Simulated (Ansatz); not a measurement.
# CaMg6ZnO8: the cost of one run

Method: DFT, PBE, plane-wave PAW, default files, scalar-relativistic, as far as a step names no other, in Ansatz 0.2.0.

### 1 The structure to begin with

It takes space group P4/mmm (No. 123, tetragonal). The conventional cell has a = 4.393 Å, b = 4.393 Å, c = 8.630 Å, α = 90.00°, β = 90.00°, γ = 90.00°. Ca (site symmetry 4/mmm) has 6 O at 2.20 to 2.27 Å as nearest neighbours. Around Mg (site symmetry 4/mmm) lie 6 O at 2.16 to 2.20 Å. Mg (site symmetry 4/mmm) has 6 O at 2.15 to 2.20 Å as nearest neighbours. Mg (site symmetry 2mm) has 6 O at 2.10 to 2.22 Å as nearest neighbours. Zn (site symmetry 4/mmm) has 6 O at 2.05 to 2.20 Å as nearest neighbours. O (site symmetry 4mm) has 1 Zn at 2.05 Å and 4 Mg at 2.20 Å and 1 Ca at 2.27 Å as nearest neighbours. O (site symmetry 4mm) has 6 Mg at 2.15 to 2.20 Å as nearest neighbours. Around O (site symmetry mmm) lie 2 Ca at 2.20 Å and 4 Mg at 2.20 to 2.22 Å. Only part of the 9 independent sites is listed.

Coordinates:

```
CELL_PARAMETERS angstrom
4.39250 0.00000 0.00000
0.00000 4.39250 0.00000
0.00000 0.00000 8.63040
ATOMIC_POSITIONS crystal
Ca 0.00000 0.00000 0.00000
Mg 0.50000 0.50000 0.00000
Mg 0.50000 0.50000 0.50000
Mg 0.00000 0.50000 0.25691
Mg 0.00000 0.50000 0.74309
Mg 0.50000 0.00000 0.25691
Mg 0.50000 0.00000 0.74309
Zn 0.00000 0.00000 0.50000
O 0.00000 0.00000 0.26267
O 0.00000 0.00000 0.73733
O 0.50000 0.50000 0.25055
O 0.50000 0.50000 0.74945
O 0.00000 0.50000 0.00000
O 0.00000 0.50000 0.50000
O 0.50000 0.00000 0.00000
O 0.50000 0.00000 0.50000
```

### 2 First run, atoms as given

Contents of input.yaml:

```yaml
crystal:
  lattice:
    - [4.392502, 0.0, 0.0]
    - [0.0, 4.392502, 0.0]
    - [0.0, 0.0, 8.63039912]
  atoms:
    - { symbol: Ca, position: [0.0, 0.0, 0.0] }
    - { symbol: Mg, position: [0.5, 0.5, 0.0] }
    - { symbol: Mg, position: [0.5, 0.5, 0.5] }
    - { symbol: Mg, position: [0.0, 0.5, 0.25691436] }
    - { symbol: Mg, position: [0.0, 0.5, 0.74308564] }
    - { symbol: Mg, position: [0.5, 0.0, 0.25691436] }
    - { symbol: Mg, position: [0.5, 0.0, 0.74308564] }
    - { symbol: Zn, position: [0.0, 0.0, 0.5] }
    - { symbol: O, position: [0.0, 0.0, 0.26267103] }
    - { symbol: O, position: [0.0, 0.0, 0.73732897] }
    - { symbol: O, position: [0.5, 0.5, 0.25055001] }
    - { symbol: O, position: [0.5, 0.5, 0.74944999] }
    - { symbol: O, position: [0.0, 0.5, 0.0] }
    - { symbol: O, position: [0.0, 0.5, 0.5] }
    - { symbol: O, position: [0.5, 0.0, 0.0] }
    - { symbol: O, position: [0.5, 0.0, 0.5] }
kpoints:
  mp_grid: { grid: [5, 5, 3] }
scf:
  occupations: { method: fermi_dirac, width: 0.02 }
hamiltonian:
  xc: pbe
  pseudopotentials: { kind: paw }
output:
  forces: true
  stress: true
  populations: true
  efg:
    quadrupole_moments_barn: { Ca: -0.0408, Mg: 0.1994, Zn: 0.122, O: -0.02558 }
    contact_densities: true
```

Started as:

```console
ansatz run input.yaml --threads 1 --pin off --max-ram 2560MiB --backend cpu --events-out ev --progress --plain --runs-dir out
```

What time and memory should one allow on 1 thread of Arm Neoverse V1, shared host?

About 18 s, with a peak of 0.53 GiB.
